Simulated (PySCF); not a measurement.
**A diatomic session: CaSi−**

Aim: find the lowest electronic state of CaSi−, scan its bond at several levels of theory, and get bond length, wavenumber and dissociation energy from each curve.

Program: PySCF 2.14.0. Level of theory: Ca def2-SVPD, Si def2-SVPD, no relativity. These are calculated values, not measurements.

2 further runs of the same task are left out: 2 set aside as unsound or not needed.

### Step 1. The job

A driver script around PySCF takes these settings:

| Item | Value |
| --- | --- |
| atoms | Ca, Si |
| charge | -1 |
| basis | Ca def2-SVPD, Si def2-SVPD |
| Hamiltonian | no relativity |
| basis functions | 51 |
| electrons treated | 35 |
| masses in u | 39.9626, 27.9769 |
| levels | PBE0, PBE, r²SCAN, MN15, B97-3, BP86, HF, MP2, SCS-MP2, CCSD, CCSD(T) |
| grid | 80 radial by 434 angular points |
| occupations | held fixed by the projection of orbital angular momentum |
| dissociation limit | Ca + Si−, each in its ground configuration |
| starting distance in angstrom | 2.805 |
| values of 2S to try | 1, 3 |

Command:

```console
OMP_NUM_THREADS=1 python dia.py task.json out
```

After this run come: The PBE0 curve of the state that the search chose; Excited determinants; PBE (GGA); r²SCAN (meta-GGA); MN15 (hybrid meta-GGA); B97-3; BP86; UHF (mean field); Adding correlation.

Q: Predict the outcome of this session. Wanted: for each run, Re; ωe; De; μ.

As calculated:

Lowest PBE0 solution found, without spin–orbit coupling: ⁴Σ⁻ (quartet), unpaired electrons σ ↑, π ↑↑. State 2 has its PBE0 minimum 0.36 eV higher, as a spin-mixed determinant (⟨S²⟩ = 1.78), so this is no gap between pure states. The other levels ran on the lowest alone.

```csv
level,Re (Å),ωe (cm⁻¹),De (eV),μ (D)
UHF,3.121,183.8,1.33,2.64
UHF-MP2,3.054,196.4,1.48,n/a
UHF-SCS-MP2,3.062,195.9,1.44,n/a
UHF-CCSD,3.069,192.9,1.53,n/a
UHF-CCSD(T),3.058,195.8,1.58,n/a
PBE,2.885,234.9,2.03,0.90
BP86,2.881,235.9,1.99,0.74
r²SCAN,2.899,231.7,1.94,1.40
PBE0,2.918,224.0,1.84,1.29
B97-3,2.941,220.1,1.74,1.05
MN15,2.914,219.3,1.91,0.34
```

De is counted to Ca + Si− in their ground configurations. A positive dipole points from Ca to Si; in an ion it is taken about the centre of mass and does not tell which atom is negative.

Differences from CCSD(T) in the same basis:

```csv
level,Re (mÅ),ωe (%)
UHF,+63,-6.1
UHF-MP2,-4,+0.3
UHF-SCS-MP2,+4,0.0
UHF-CCSD,+11,-1.5
PBE,-173,+20.0
BP86,-177,+20.4
r²SCAN,-159,+18.3
PBE0,-140,+14.4
B97-3,-117,+12.4
MN15,-144,+12.0
```

In words: Judged by CCSD(T) in the same basis: best bond length UHF-MP2 and UHF-SCS-MP2 (4 mÅ off), worst BP86 (-177 mÅ); best wavenumber UHF-SCS-MP2 (0.0 %), worst BP86 (+20.4 %). CCSD(T) in a basis this small is itself some way from its limit, more so than the functionals. Of the levels with a De here, UHF gives the least (1.33 eV) and PBE the most (2.03 eV).

Correlated steps freeze 10 core orbitals. With some functionals the highest level of the anion is positive, from self-interaction error or because the anion is truly unbound there; the finite basis then holds the extra electron, and no neutral molecule was run to test the binding.
